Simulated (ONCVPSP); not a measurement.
# Cu: the cost of one run

Method: ONCVPSP 4.0.1.1 (patched build), PBE, scalar-relativistic.

### Step 1. Settings

Typed settings, in words:

```
element                 : copper (Cu, Z = 29)
type                    : optimised norm-conserving Vanderbilt (ONCV)
frozen core             : [Ne]
valence charge          : 19
reference configuration : 3s2 3p6 3d10 4s1
partial waves           : 3s+4s: rc 1.20 bohr, ncon 3, nbas 6, qcut 10.2 1/bohr, 2 projectors; 3p: rc 0.80 bohr, ncon 4, nbas 9, qcut 10.4 1/bohr, 2 projectors, debl 3.8 Ha; 3d: rc 1.40 bohr, ncon 3, nbas 8, qcut 10.8 1/bohr, 1 projector
local potential         : polynomial inside 0.70 bohr (lpopt 5, dvloc0 0 Ha)
core correction         : Teter function fitted to the true core (icmod 2), fcfact 0.5
```

An earlier all-electron run gives the scale for the radii.

All-electron outer shells of the reference configuration (PBE, scalar-relativistic, ld1.x):

```csv
shell,level (eV),outermost node (bohr),outermost maximum (bohr)
2p,-916.98,–,0.16
3s,-114.70,0.29,0.61
3p,-72.14,0.26,0.62
3d,-5.04,–,0.60
4s,-4.61,0.89,2.27
4p,-0.70,0.97,3.65
```

### Step 2. Generating the potential

The input, Cu.dat:

```
# ATOM AND REFERENCE CONFIGURATION
# atsym  z   nc   nv     iexc    psfile
  Cu 29.00    3    4        4      upf
#
#   n    l    f
    1    0    2.00
    2    0    2.00
    2    1    6.00
    3    0    2.00
    3    1    6.00
    3    2   10.00
    4    0    1.00
#
# PSEUDOPOTENTIAL AND OPTIMIZATION
# lmax
    2
#
#   l,   rc,      ep,       ncon, nbas, qcut
    0    1.20    0.00    3    6   10.20
    1    0.80    0.00    4    9   10.40
    2    1.40    0.00    3    8   10.80
#
# LOCAL POTENTIAL
# lloc, lpopt,  rc(5),   dvloc0
    4    5    0.70    0.00
#
# VANDERBILT-KLEINMAN-BYLANDER PROJECTORs
# l, nproj, debl
    0    2    1.70
    1    2    3.80
    2    1    2.70
#
# MODEL CORE CHARGE
# icmod, fcfact, rcfact
    2    0.50    0.75
#
# LOG DERIVATIVE ANALYSIS
# epsh1, epsh2, depsh
   -6.00    5.00    0.04
#
# OUTPUT GRID
# rlmax, drl
    6.00    0.01
#
# TEST CONFIGURATIONS
# ncnf
    4
# nvcnf
#   n    l    f
    4
    3    0    2.00
    3    1    6.00
    3    2   10.00
    4    0    0.00
#
    4
    3    0    2.00
    3    1    6.00
    3    2    9.00
    4    0    0.00
#
    4
    3    0    2.00
    3    1    6.00
    3    2    8.00
    4    0    0.00
#
    4
    3    0    2.00
    3    1    6.00
    3    2   10.00
    4    0    0.50
#
```

The run is started by

```sh
$ oncvpsp.x < Cu.dat > Cu.out
```

**Question.** How long does this run take on 1 thread of Neoverse-N1, shared host?

About 4.7 s.
